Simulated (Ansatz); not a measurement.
# EuSb (WC type): equation of state

The task here is to estimate one member of a computed series from the others.

Method: DFT PBE, scalar-relativistic, plane waves, PAW, in Ansatz 0.2.0.

1 further run of the same task is left out (it didn't finish). Runs told in other sessions of the task aren't counted.

## Starting point

The structure is hexagonal, space group P-6m2 (No. 187). The conventional cell has a = 4.214 Å, b = 4.214 Å, c = 4.404 Å, α = 90.00°, β = 90.00°, γ = 120.00°. Eu (site symmetry -6m2) is surrounded by 6 Sb at 3.28 Å. Around Sb (site symmetry -6m2) lie 6 Eu at 3.28 Å.

Coordinates:

```cif
data_structure
_symmetry_space_group_name_H-M 'P 1'
_symmetry_Int_Tables_number 1
_cell_length_a 4.2141
_cell_length_b 4.2141
_cell_length_c 8.8083
_cell_angle_alpha 90.000
_cell_angle_beta 90.000
_cell_angle_gamma 120.000
_cell_volume 135.47
loop_
_atom_site_label
_atom_site_type_symbol
_atom_site_fract_x
_atom_site_fract_y
_atom_site_fract_z
_atom_site_occupancy
Eu1 Eu 0.00000 0.00000 0.00000 1
Sb1 Sb 0.66667 0.33333 0.25000 1
Eu2 Eu 0.00000 0.00000 0.50000 1
Sb2 Sb 0.66667 0.33333 0.75000 1
```

An earlier run at PBE left this cell at 33.866 Å³/atom and 0.00 GPa (10×10×4 mesh). The large moments point both ways and cancel.

Volume factors to run: 0.980, 1.020, 0.960, 1.040, 1.070, 1.100, 0.945.

The first run:

Contents of input.yaml:

```yaml
crystal:
  lattice:
    - [4.1857920892, 0.0, 0.0]
    - [-2.0928960446, 3.6250022842, 0.0]
    - [0.0, 0.0, 8.7492210482]
  atoms:
    - { symbol: Eu, position: [1.0, 1.0, 0.0], spin: 7.41 }
    - { symbol: Sb, position: [0.6666666667, 0.3333333333, 0.25] }
    - { symbol: Eu, position: [1.0, 1.0, 0.5], spin: -7.41 }
    - { symbol: Sb, position: [0.6666666667, 0.3333333333, 0.75] }
basis:
  ecutwfc: 420
  ecutrho_ratio: 4
kpoints:
  mp_grid: { grid: [10, 10, 4] }
hamiltonian:
  xc: pbe
scf:
  occupations: { method: gaussian, width: 0.05 }
output:
  forces: true
  stress: true
  eigenvalues: true
  populations: true
magnetization:
  spin_polarized: true
relax:
  f_tol: 0.01
  max_steps: 40
  cell: { stress_tol: 0.1, fix: [volume] }
```

Command:

```bash
$ ansatz run input.yaml --threads 2 --pin off --max-ram 2662MiB --backend cpu --events-out ev --progress --plain --runs-dir out
```

Steps of the session up to this table: At 0.980 of the relaxed volume; Volume × 1.020; Volume × 0.960; At 1.040 of the relaxed volume; Volume × 1.070; Scaling the volume by 1.100; Scaling the volume by 0.945.

One of the session's tables, all rows but one given; the rest of the session is left out.

It belongs to the step «The fit». 

```
volume (Å³/atom)  energy (meV/atom)  pressure (GPa)  moment of atom 1 (μB)
          32.004              12.08            2.15                   6.72
          32.512               6.28            1.52                   6.73
          33.189                  ?               ?                      ?
          33.866               0.00            0.00                   6.74
          34.544               1.32           -0.63                   6.74
          35.221               5.25           -1.22                   6.75
          36.237              15.47           -2.00                   6.76
          37.253              30.03           -2.60                   6.76
```

Q: Estimate the row for volume (Å³/atom) = 33.189 from the others.

Worked estimate for «energy (meV/atom)». A straight line through the neighbours (32.512, 6.28) and (33.866, 0.00) gives 6.28 + (0.00 − 6.28) × (33.189 − 32.512) / (33.866 − 32.512) = 3.14; a parabola fitted to 4 rows on both sides gives 1.59.

**Answer.** energy (meV/atom): 1.55; pressure (GPa): 0.74; moment of atom 1 (μB): 6.73. In «energy (meV/atom)» the line misses by +1.59 and the parabola by +0.04.

To keep in mind: Warnings in the runs' records: given moment on shells, stability check not made.
